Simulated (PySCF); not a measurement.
# SrB: bond curves at several levels of theory

An exercise on one series of results from a longer session: the logs are not shown, and one member is left open.

Method: Sr def2-SVP with ECP28, B def2-SVP, scalar-relativistic core potentials; program: PySCF 2.14.0.

Set-up of the first run:

Settings of the job:

```yaml
atoms: Sr, B
charge: 0
basis: Sr def2-SVP with ECP28, B def2-SVP
Hamiltonian: scalar-relativistic core potentials
basis_functions: 37
electrons_treated: 15
masses_in_u: 87.9056, 11.0093
levels: PBE0, PBE, r²SCAN, PW91, B2PLYP, TPSSh, HF, MP2, SCS-MP2, CCSD, CCSD(T)
grid: 80 radial by 434 angular points
occupations: held fixed by the projection of orbital angular momentum
dissociation_limit: Sr + B, each in its ground configuration
starting_distance_in_angstrom: 2.525
values_of_2S_to_try: 1, 3
```

Launch:

```sh
$ OMP_NUM_THREADS=1 python dia.py task.json out
```

Among the steps run: Set-up; PBE0 along the bond; Higher solutions at PBE0; PBE; r²SCAN (meta-GGA); PW91 (GGA); B2PLYP; TPSSh (hybrid meta-GGA); ROHF; Adding correlation.

One of the session's tables, all rows but one given; the rest of the session is left out.

| level | Re (Å) | ωe (cm⁻¹) | De (eV) |
| --- | --- | --- | --- |
| ROHF | 2.590 | 387 | 0.51 |
| ROHF-MP2 | 2.529 | 404 | 0.403 |
| ROHF-SCS-MP2 | 2.538 | 401 | 0.186 |
| ROHF-CCSD | 2.528 | 407 | 0.295 |
| ROHF-CCSD(T) | 2.527 | 406 | 0.342 |
| PBE | ? | ? | ? |
| PW91 | 2.462 | 434 | 1.30 |
| r²SCAN | 2.472 | 431 | 1.46 |
| TPSSh | 2.472 | 435 | 1.12 |
| PBE0 | 2.467 | 431 | 1.06 |
| B2PLYP | 2.508 | 408 | 0.474 |

Estimate the missing values for PBE.

As computed: Re (Å): 2.464; ωe (cm⁻¹): 432; De (eV): 1.26. In the column «Re (Å)» it lies between PW91 (2.462) and PBE0 (2.467).

De is counted to Sr + B in their ground configurations.
